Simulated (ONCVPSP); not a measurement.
# An ONCV potential for erbium, from input to tests

Aim: build the potential from the settings below, then test how well it stands in for the atom: other configurations, scattering, ghost states and the plane-wave cutoff that it needs.

The numbers are computed with ONCVPSP 4.0.1.1 (patched build) (PBEsol, scalar-relativistic, spin-unpolarised reference atom).

## Step 1: Starting point

The settings as typed:

```
element                 : erbium (Er, Z = 68)
type                    : optimised norm-conserving Vanderbilt (ONCV)
frozen core             : [Kr] 4d10
valence charge          : 22
reference configuration : 4f11.5 5s2 5p6 5d0.5 6s2
partial waves           : 5s+6s: rc 2.25 bohr, ncon 4, nbas 8, qcut 6.2 1/bohr, 2 projectors; 5p: rc 1.55 bohr, ncon 4, nbas 8, qcut 4.4 1/bohr, 2 projectors, debl 1.1 Ha; 5d: rc 2.35 bohr, ncon 4, nbas 7, qcut 4.3 1/bohr, 3 projectors, debl 0.4 Ha; 4f: rc 1.15 bohr, ncon 3, nbas 7, qcut 17.6 1/bohr, 1 projector
local potential         : polynomial inside 0.90 bohr (lpopt 5, dvloc0 0 Ha)
core correction         : not asked for
```

An earlier all-electron run gives the scale for the radii.

All-electron outer shells of the reference configuration (PBEsol, scalar-relativistic, ld1.x):

```tsv
shell	level (eV)	outermost node (bohr)	outermost maximum (bohr)
4d	-168.77	0.25	0.51
5s	-54.03	0.60	1.11
5p	-28.16	0.65	1.28
4f	-6.28	–	0.51
6s	-4.19	1.50	3.26
5d	-1.55	0.73	1.97
6p	-1.25	1.84	4.51
```

## Step 2: Generating the potential

The input, Er.dat:

```
# ATOM AND REFERENCE CONFIGURATION
# atsym  z   nc   nv     iexc    psfile
  Er 68.00    9    5  -116133      upf
#
#   n    l    f
    1    0    2.00
    2    0    2.00
    2    1    6.00
    3    0    2.00
    3    1    6.00
    3    2   10.00
    4    0    2.00
    4    1    6.00
    4    2   10.00
    4    3   11.50
    5    0    2.00
    5    1    6.00
    5    2    0.50
    6    0    2.00
#
# PSEUDOPOTENTIAL AND OPTIMIZATION
# lmax
    3
#
#   l,   rc,      ep,       ncon, nbas, qcut
    0    2.25    0.00    4    8    6.20
    1    1.55    0.00    4    8    4.40
    2    2.35    0.00    4    7    4.30
    3    1.15    0.00    3    7   17.60
#
# LOCAL POTENTIAL
# lloc, lpopt,  rc(5),   dvloc0
    4    5    0.90    0.00
#
# VANDERBILT-KLEINMAN-BYLANDER PROJECTORs
# l, nproj, debl
    0    2    2.00
    1    2    1.10
    2    3    0.40
    3    1    1.20
#
# MODEL CORE CHARGE
# icmod, fcfact, rcfact
    0    0.00    0.00
#
# LOG DERIVATIVE ANALYSIS
# epsh1, epsh2, depsh
   -3.00    5.00    0.02
#
# OUTPUT GRID
# rlmax, drl
    6.00    0.01
#
# TEST CONFIGURATIONS
# ncnf
    4
# nvcnf
#   n    l    f
    5
    4    3   12.00
    5    0    2.00
    5    1    6.00
    5    2    0.00
    6    0    2.00
#
    5
    4    3   12.00
    5    0    2.00
    5    1    6.00
    5    2    0.00
    6    0    1.00
#
    5
    4    3   12.00
    5    0    2.00
    5    1    6.00
    5    2    0.00
    6    0    0.00
#
    5
    4    3   12.00
    5    0    2.00
    5    1    5.00
    5    2    0.00
    6    0    2.00
#
```

Launch:

```sh
oncvpsp.x < Er.dat > Er.out
```

What does the calculation give? Wanted: cutoffs for 1 and 0.1 mHa per electron, occupied waves; bound ghosts; GHOST(+) flags; largest phase difference near zero energy, channels read.

As calculated:

| quantity | value |
| --- | --- |
| cutoffs for 1 and 0.1 mHa per electron, occupied waves | 114 Ha and 127 Ha |
| bound ghosts | s at -190.94 eV, d at -26.85 eV |
| GHOST(+) flags | p at 84 eV |
| largest phase difference near zero energy, channels read | 0.004 rad |

**Reading.** It has a bound ghost (s, d), a state that the atom doesn't have, and that rules the file out. By its cutoff, 114 Ha for the looser tolerance, it is very hard. At the looser tolerance the 4f wave is the slowest; 5p needs 67 Ha. Near zero energy the phases of the channels with partial waves agree within 0.004 rad. The pseudo curves have a pole with no partner nearby in the atom's: d at -0.98 Ha. The program also flags highly localised states, GHOST(+) (p). These are tests on the free atom; a crystal test is still owed.
